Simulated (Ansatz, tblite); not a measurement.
# Si51H52 off sphere (Si51H52): rung by rung

The task here is to estimate one member of a computed series from the others.

Program: Ansatz 0.2.0, Gaussian basis. Level of theory: as each input shows. These are calculated values, not measurements.

Levels to be run: GFN1-xTB, GFN2-xTB, PBE-D4/def2-SVP, r2SCAN-D4/def2-SVP, r2SCAN-D4/def2-mTZVP, HF/STO-3G, HF/6-31G, B3LYP-D4/6-31G.

1 further run of the same task is left out (set aside as unsound or not needed). Runs told in other sessions of the task aren't counted.

**The geometry**

The geometry is that of the singlet, from an earlier relaxation (r2SCAN-D4/def2-SVP).

103 atoms, charge 0, spin multiplicity 1.

Bond lengths: Si1–Si26 2.357 Å, Si1–Si28 2.353 Å, Si1–H52 1.496 Å, Si1–H53 1.500 Å, Si2–Si27 2.354 Å, Si2–Si29 2.353 Å, Si2–H54 1.496 Å, Si2–H55 1.500 Å, Si3–Si28 2.356 Å, Si3–Si30 2.354 Å, Si3–Si31 2.355 Å, Si3–H56 1.502 Å, Si4–Si29 2.353 Å, Si4–Si30 2.354 Å, Si4–Si32 2.355 Å, Si4–H57 1.502 Å, Si5–Si26 2.354 Å, Si5–Si27 2.353 Å and more. Angles: Si26–Si1–Si28 113.4°, Si26–Si1–H52 109.3°, Si26–Si1–H53 108.8°, Si28–Si1–H52 110.4°, Si28–Si1–H53 107.3°, H52–Si1–H53 107.5°, Si27–Si2–Si29 109.8°, Si27–Si2–H54 111.6°, Si27–Si2–H55 108.4°, Si29–Si2–H54 112.1°, Si29–Si2–H55 107.0°, H54–Si2–H55 107.7°, Si28–Si3–Si30 110.1°, Si28–Si3–Si31 109.3°, Si28–Si3–H56 108.8°, Si30–Si3–Si31 109.3°, Si30–Si3–H56 109.9°, Si31–Si3–H56 109.4° and more.

PBE0-D4/def2-SVP was run before; its log isn't repeated, and its numbers join the tables.

Set-up of the first run:

Tight binding, by tblite at 300 K electronic temperature and without a spin-polarisation term:

```python
tblite.interface.Calculator('GFN1-xTB', numbers, positions, charge=0, uhf=0).singlepoint()
```

Tight binding, by tblite at 300 K electronic temperature and without a spin-polarisation term:

```python
tblite.interface.Calculator('GFN2-xTB', numbers, positions, charge=0, uhf=0).singlepoint()
```

start.molden holds the orbitals of an earlier run on this state, given as this run's starting guess.

Input file in.yaml:

```yaml
crystal:
  periodic: [false, false, false]
  atoms:
    - {symbol: Si, position_ang: [-4.432418, -3.849421, 0.155032]}
    - {symbol: Si, position_ang: [-4.449694, -0.830915, -2.874731]}
    - {symbol: Si, position_ang: [-4.444389, -0.998570, 2.711343]}
    - {symbol: Si, position_ang: [-4.464830, 1.731795, 0.003701]}
    - {symbol: Si, position_ang: [-1.786118, -3.667970, -2.739629]}
    - {symbol: Si, position_ang: [-1.707799, -3.701296, 2.752838]}
    - {symbol: Si, position_ang: [0.966049, -3.709447, -0.003636]}
    - {symbol: Si, position_ang: [-1.716704, -0.969320, -5.466586]}
    - {symbol: Si, position_ang: [-1.727458, 1.727787, -2.702119]}
    - {symbol: Si, position_ang: [0.979353, -0.980705, -2.713559]}
    - {symbol: Si, position_ang: [0.969568, 1.713630, -5.467871]}
    - {symbol: Si, position_ang: [-1.750568, -0.992292, -0.012333]}
    - {symbol: Si, position_ang: [-1.736594, 1.738262, 2.702025]}
    - {symbol: Si, position_ang: [0.970066, -0.968884, 2.710130]}
    - {symbol: Si, position_ang: [0.993357, 1.750077, -0.012960]}
    - {symbol: Si, position_ang: [-1.742622, -0.954884, 5.457882]}
    - {symbol: Si, position_ang: [0.956686, 1.743816, 5.457734]}
    - {symbol: Si, position_ang: [0.832191, 4.449490, -2.875342]}
    - {symbol: Si, position_ang: [-1.729595, 4.465649, 0.003011]}
    - {symbol: Si, position_ang: [1.001203, 4.444936, 2.710062]}
    - {symbol: Si, position_ang: [3.697537, -3.699937, -2.729594]}
    - {symbol: Si, position_ang: [3.666852, 1.785153, -2.741839]}
    - {symbol: Si, position_ang: [3.709669, -0.966673, -0.005252]}
    - {symbol: Si, position_ang: [3.702947, 1.707790, 2.751404]}
    - {symbol: Si, position_ang: [3.851558, 4.431562, 0.153626]}
    - {symbol: Si, position_ang: [-3.264653, -5.031688, -1.516812]}
    - {symbol: Si, position_ang: [-3.108006, -2.303177, -4.128462]}
    - {symbol: Si, position_ang: [-3.070707, -2.366217, 1.372427]}
    - {symbol: Si, position_ang: [-3.111047, 0.375705, -1.362657]}
    - {symbol: Si, position_ang: [-5.812871, 0.350361, 1.350831]}
    - {symbol: Si, position_ang: [-3.092558, 0.376429, 4.063512]}
    - {symbol: Si, position_ang: [-3.097655, 3.099491, 1.348190]}
    - {symbol: Si, position_ang: [-0.393450, -2.353006, -1.366439]}
    - {symbol: Si, position_ang: [2.338379, -5.050256, -1.362905]}
    - {symbol: Si, position_ang: [2.334308, -2.336875, -4.075798]}
    - {symbol: Si, position_ang: [-0.236549, -5.052905, 1.509025]}
    - {symbol: Si, position_ang: [-0.379010, -2.308444, 4.098575]}
    - {symbol: Si, position_ang: [2.321381, -2.320775, 1.330360]}
    - {symbol: Si, position_ang: [-0.376872, 0.376143, -4.080476]}
    - {symbol: Si, position_ang: [-0.374335, 3.110835, -1.363194]}
    - {symbol: Si, position_ang: [2.352778, 0.392430, -1.367861]}
    - {symbol: Si, position_ang: [2.302188, 3.107097, -4.130887]}
    - {symbol: Si, position_ang: [-0.382624, 0.383212, 1.335695]}
    - {symbol: Si, position_ang: [-0.373987, 3.094006, 4.062948]}
    - {symbol: Si, position_ang: [2.310071, 0.380136, 4.098226]}
    - {symbol: Si, position_ang: [2.367821, 3.070502, 1.370904]}
    - {symbol: Si, position_ang: [-0.405604, 0.407120, 6.831410]}
    - {symbol: Si, position_ang: [-0.347777, 5.813628, 1.349833]}
    - {symbol: Si, position_ang: [5.049136, -2.341079, -1.363823]}
    - {symbol: Si, position_ang: [5.031327, 3.264632, -1.520724]}
    - {symbol: Si, position_ang: [5.053356, 0.235473, 1.507342]}
    - {symbol: H, position_ang: [-5.577666, -3.115144, -0.467091]}
    - {symbol: H, position_ang: [-5.005159, -4.833449, 1.131633]}
    - {symbol: H, position_ang: [-5.564843, -1.553061, -2.187502]}
    - {symbol: H, position_ang: [-5.062016, 0.167874, -3.812128]}
    - {symbol: H, position_ang: [-5.295945, -1.874691, 3.585560]}
    - {symbol: H, position_ang: [-5.326443, 2.590313, -0.877915]}
    - {symbol: H, position_ang: [-0.931888, -4.541443, -3.613563]}
    - {symbol: H, position_ang: [-2.602247, -4.546305, 3.614740]}
    - {symbol: H, position_ang: [-2.541861, -0.079529, -6.347124]}
    - {symbol: H, position_ang: [-0.843168, -1.816748, -6.341058]}
    - {symbol: H, position_ang: [-2.598849, 2.599581, -3.562514]}
    - {symbol: H, position_ang: [0.080979, 2.535781, -6.352440]}
    - {symbol: H, position_ang: [1.818745, 0.837745, -6.338244]}
    - {symbol: H, position_ang: [-2.622712, -1.837670, 6.296190]}
    - {symbol: H, position_ang: [1.839286, 2.623755, 6.296386]}
    - {symbol: H, position_ang: [-0.166614, 5.065779, -3.810085]}
    - {symbol: H, position_ang: [1.558290, 5.561670, -2.187438]}
    - {symbol: H, position_ang: [-2.587938, 5.327179, -0.878871]}
    - {symbol: H, position_ang: [1.878257, 5.296169, 3.583701]}
    - {symbol: H, position_ang: [4.565027, -4.567999, -3.596113]}
    - {symbol: H, position_ang: [4.539819, 0.930998, -3.616343]}
    - {symbol: H, position_ang: [4.549021, 2.602097, 3.612422]}
    - {symbol: H, position_ang: [3.118275, 5.577939, -0.467622]}
    - {symbol: H, position_ang: [4.836630, 5.002607, 1.130183]}
    - {symbol: H, position_ang: [-4.260502, -5.605686, -2.480892]}
    - {symbol: H, position_ang: [-2.530558, -6.173532, -0.889063]}
    - {symbol: H, position_ang: [-3.977996, -3.185249, -4.977995]}
    - {symbol: H, position_ang: [-6.690304, -0.502474, 0.485271]}
    - {symbol: H, position_ang: [-6.694785, 1.195284, 2.220584]}
    - {symbol: H, position_ang: [-3.959722, 1.270137, 4.904641]}
    - {symbol: H, position_ang: [-3.952738, 3.955092, 2.239839]}
    - {symbol: H, position_ang: [1.483558, -5.944442, -2.209559]}
    - {symbol: H, position_ang: [3.196134, -5.915799, -0.489473]}
    - {symbol: H, position_ang: [1.467107, -3.186660, -4.954348]}
    - {symbol: H, position_ang: [3.183009, -1.470587, -4.956308]}
    - {symbol: H, position_ang: [-0.945065, -6.174051, 0.817118]}
    - {symbol: H, position_ang: [0.764355, -5.655457, 2.450710]}
    - {symbol: H, position_ang: [0.525038, -3.143666, 4.960307]}
    - {symbol: H, position_ang: [3.189723, -3.188561, 2.197906]}
    - {symbol: H, position_ang: [3.184610, 3.976438, -4.980728]}
    - {symbol: H, position_ang: [-1.267188, 3.961810, 4.903932]}
    - {symbol: H, position_ang: [3.145091, -0.524471, 4.959573]}
    - {symbol: H, position_ang: [-1.269698, 1.271586, 7.699215]}
    - {symbol: H, position_ang: [0.449161, -0.447504, 7.718253]}
    - {symbol: H, position_ang: [-1.192482, 6.695634, 2.219710]}
    - {symbol: H, position_ang: [0.505307, 6.690865, 0.484295]}
    - {symbol: H, position_ang: [5.913595, -3.199449, -0.489915]}
    - {symbol: H, position_ang: [5.944384, -1.488165, -2.211268]}
    - {symbol: H, position_ang: [6.176805, 2.532771, -0.896933]}
    - {symbol: H, position_ang: [5.600122, 4.261982, -2.486349]}
    - {symbol: H, position_ang: [5.653573, -0.766466, 2.449386]}
    - {symbol: H, position_ang: [6.176300, 0.941863, 0.816051]}
basis:
  gaussian: {orbitals: def2-SVP, fitting: {mean_field: def2-universal-jkfit}, initial_orbitals: start.molden}
hamiltonian: {xc: pbe, dispersion: d4}
scf: {omitted_lower_state_checks: [starts]}
output: {forces: true, orbitals: {seedname: orbitals}}
```

Launch:

```bash
$ ansatz run in.yaml --threads 11 --pin off --events-out ev --progress --plain --max-ram 174080MiB --backend cuda --devices 0, --max-vram 75GiB
```

Steps of the session up to this table: PBE-D4/def2-SVP; r2SCAN-D4/def2-SVP; r2SCAN-D4/def2-mTZVP; HF/STO-3G; HF/6-31G; B3LYP-D4/6-31G.

One of the session's tables, all rows but one given; the rest of the session is left out.

It belongs to the step «Binding energy». 

| level | binding an atom (eV) |
| --- | --- |
| HF/STO-3G | 3.908 |
| HF/6-31G | 2.068 |
| PBE-D4/def2-SVP | 3.497 |
| r2SCAN-D4/def2-SVP | 3.489 |
| r2SCAN-D4/def2-mTZVP | 3.427 |
| B3LYP-D4/6-31G | ? |
| PBE0-D4/def2-SVP | 3.494 |

Estimate the missing values for B3LYP-D4/6-31G.

As computed: binding an atom (eV): 3.138. In the column «binding an atom (eV)» it lies between HF/6-31G (2.068) and r2SCAN-D4/def2-mTZVP (3.427).

Limits of these values: Free atoms were run apart at each level; binding is atoms less cluster, divided by the number of atoms, without zero-point or spin-orbit terms.
